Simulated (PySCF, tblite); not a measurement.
**C₆H₁₂F₂Si: geometry, infrared bands and NMR shifts**

Aim: predict the infrared bands and NMR shifts of C₆H₁₂F₂Si (`F[C@@H]1CCC[C@@](F)([SiH3])C1`).

Computed with tblite 0.8.0 and PySCF 2.14.0, with density-fitted response routines of our own, on a single molecule in the gas phase. Atoms count from 0, in the outputs and in this text.

## 1. The molecule as given

21 atoms, charge 0, multiplicity 1; geometry from: force field or distance geometry start.

Bonds of the start (Å): F0–C1 1.36, C1–C2 1.50, C2–C3 1.53, C3–C4 1.52, C4–C5 1.54, C5–F6 1.38, C5–Si7 1.92, C5–C8 1.54, C8–C1 1.52, C1–H9 1.10, C2–H10 1.11, C2–H11 1.10, C3–H12 1.09, C3–H13 1.10, C4–H14 1.11, C4–H15 1.09, Si7–H16 1.49, Si7–H17 1.49, Si7–H18 1.48, C8–H19 1.10, C8–H20 1.10.

## 2. Optimising the geometry with GFN2-xTB

The job: settings as JSON, then the geometry in Å.

```
{"job": {"kind": "relax", "xc": "GFN2-xTB", "basis": "xTB"}, "charge": 0, "multiplicity": 1}
F     -1.535900    -2.131500     1.333900
C     -0.852500    -1.016300     0.951700
C     -1.824900     0.013200     0.446800
C     -1.122900     1.244300    -0.137600
C     -0.096000     0.838000    -1.183000
C      0.905500    -0.225200    -0.710500
F      1.550200    -0.686600    -1.837100
Si     2.318800     0.463400     0.397900
C      0.167000    -1.427600    -0.105000
H     -0.344800    -0.647600     1.860900
H     -2.473300    -0.440700    -0.327400
H     -2.513300     0.315300     1.253900
H     -1.864900     1.917400    -0.561600
H     -0.628700     1.789800     0.677900
H      0.423600     1.742600    -1.552100
H     -0.631500     0.441500    -2.051400
H      1.721400     0.970500     1.663200
H      3.282700    -0.616700     0.742100
H      3.014600     1.589500    -0.267900
H      0.864000    -2.164900     0.309800
H     -0.367900    -1.951500    -0.905000
```

Command:

```sh
$ OMP_NUM_THREADS=1 python probes_run.py task.json out
```

One launch serves the whole session: the jobs run in the order shown.

**Question.** This job is followed by: GFN2-xTB harmonic vibrations, gas phase; GIAO PBE0/pcSseg-1 NMR shielding, non-relativistic, gas phase. What will the session give for the following? strongest single infrared mode (GFN2-xTB); zero-point energy (GFN2-xTB); ¹³C shifts against TMS (PBE0/pcSseg-1); ¹H shifts against TMS (PBE0/pcSseg-1, means over atoms taken as alike); ¹⁹F shifts against CFCl3 (PBE0/pcSseg-1); ²⁹Si shifts against TMS (PBE0/pcSseg-1).

**Answer**, as computed:

```
                                                              quantity                                                           value
                             strongest single infrared mode (GFN2-xTB)                                            787 cm⁻¹, 360 km/mol
                                          zero-point energy (GFN2-xTB)                                                  103.4 kcal/mol
                                ¹³C shifts against TMS (PBE0/pcSseg-1)                          95.5, 92.6, 48.1, 40.3, 36.8, 23.1 ppm
¹H shifts against TMS (PBE0/pcSseg-1, means over atoms taken as alike)  4.65, 3.95, 2.78, 2.22, 2.20, 1.95, 1.83, 1.67, 1.40, 1.18 ppm
                              ¹⁹F shifts against CFCl3 (PBE0/pcSseg-1)                                              -183.0, -202.5 ppm
                               ²⁹Si shifts against TMS (PBE0/pcSseg-1)                                                       -65.7 ppm
```

The optimisation took 40 steps and gained 0.121 eV; among the close pairs (by a distance rule), C5–F6 changed most, from 1.378 to 1.411 Å. No mode is imaginary among the 57: a minimum at this level. The strongest single mode, at 787 cm⁻¹, has its largest shares on H16, H18 and H17 (the list is cut at 3 atoms). Unscaled tight-binding wavenumbers are off by several per cent, some by more. Its intensities can rank the bands wrongly. C5 (fully substituted sp3 carbon bonded to F and Si) lies farthest downfield among carbon, at 95.5 ppm; pulled downfield by the heteroatom. H9 (hydrogen on an sp3 CH bonded to F) lies farthest downfield among hydrogen, at 4.65 ppm; its carbon carries F, an electronegative neighbour.
